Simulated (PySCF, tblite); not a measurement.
# C2H11FNSi3 radical: geometry, infrared bands and EPR parameters

Aim: predict the infrared bands and EPR parameters of C2H11FNSi3 radical (`C[SiH2][SiH2][C@@H](F)[SiH]N`).

Programs: tblite 0.8.0 and PySCF 2.14.0, with density-fitted response routines of our own. Each step states its level of theory. These are calculated values for one molecule in the gas phase, unless marked as measured. Atoms are numbered from 0 throughout.

**1. The starting structure**

18 atoms, charge 0, multiplicity 2; geometry from: force field or distance geometry start.

Bonds of the start (Å): C0–Si1 1.88, Si1–Si2 2.20, Si2–C3 1.87, C3–F4 1.39, C3–Si5 1.85, Si5–N6 1.76, C0–H7 1.12, C0–H8 1.12, C0–H9 1.10, Si1–H10 1.47, Si1–H11 1.49, Si2–H12 1.49, Si2–H13 1.48, C3–H14 1.10, Si5–H15 1.46, N6–H16 1.03, N6–H17 1.02.

**2. Geometry optimisation with GFN2-xTB**

The job: settings as JSON, then the geometry in Å.

```
{"job": {"kind": "relax", "xc": "GFN2-xTB", "basis": "xTB"}, "charge": 0, "multiplicity": 2}
C      3.308100     0.315800    -0.151800
Si     1.928200    -0.939200     0.079700
Si    -0.072400    -0.025800     0.178900
C     -1.103700    -0.296800    -1.352800
F     -0.810500    -1.528600    -1.934100
Si    -2.888800    -0.279200    -0.865000
N     -3.457500     1.216700    -0.140100
H      3.647100     0.656900     0.864500
H      2.955800     1.181500    -0.763300
H      4.156400    -0.152900    -0.667500
H      2.073000    -1.936000    -0.988700
H      2.195000    -1.571000     1.407000
H     -0.790700    -0.596200     1.348700
H      0.115900     1.432500     0.329300
H     -0.905100     0.511300    -2.075000
H     -3.338100    -1.493200    -0.181400
H     -4.277100     1.652300    -0.581100
H     -2.744400     1.858200     0.216400
```

Started as:

```sh
> OMP_NUM_THREADS=1 python probes_run.py task.json out
```

This one command runs all jobs of the session in turn.

**Question.** This job is followed by: GFN2-xTB harmonic vibrations, gas phase; UKS B3LYP, pcH-1 on C F H N Si, non-relativistic, mean-field spin-orbit, GIAO. Predict these results of the whole session: strongest single infrared mode (GFN2-xTB); zero-point energy (GFN2-xTB); g(iso) (B3LYP); ⟨S²⟩; largest a(iso) (averaged by class); potential on the surface of density 0.002 e/bohr³, 1st and 99th percentile.

The runs gave:

```
                                                                  quantity                    value
                                 strongest single infrared mode (GFN2-xTB)    2183 cm⁻¹, 630 km/mol
                                              zero-point energy (GFN2-xTB)            75.7 kcal/mol
                                                            g(iso) (B3LYP)                  2.00265
                                                                      ⟨S²⟩       0.751 (exact 0.75)
                                        largest a(iso) (averaged by class)  29Si on Si5, -563.5 MHz
potential on the surface of density 0.002 e/bohr³, 1st and 99th percentile       -1.14 V and 1.63 V
```

**Reading.** The optimisation took 110 steps and gained 0.620 eV; among the close pairs (by a distance rule), Si1–Si2 changed most, from 2.201 to 2.313 Å. The lowest mode is slightly imaginary (14i cm⁻¹), a soft motion within the noise of the Hessian, so the minimum is not strictly shown. The strongest single mode, at 2183 cm⁻¹, moves mainly H15. Unscaled tight-binding wavenumbers are off by several per cent, some by more. Its intensities can rank the bands wrongly. Si5 carries the largest spin population, 0.87 e. The isotropic g lies 0.3 ppt above the free-electron value.
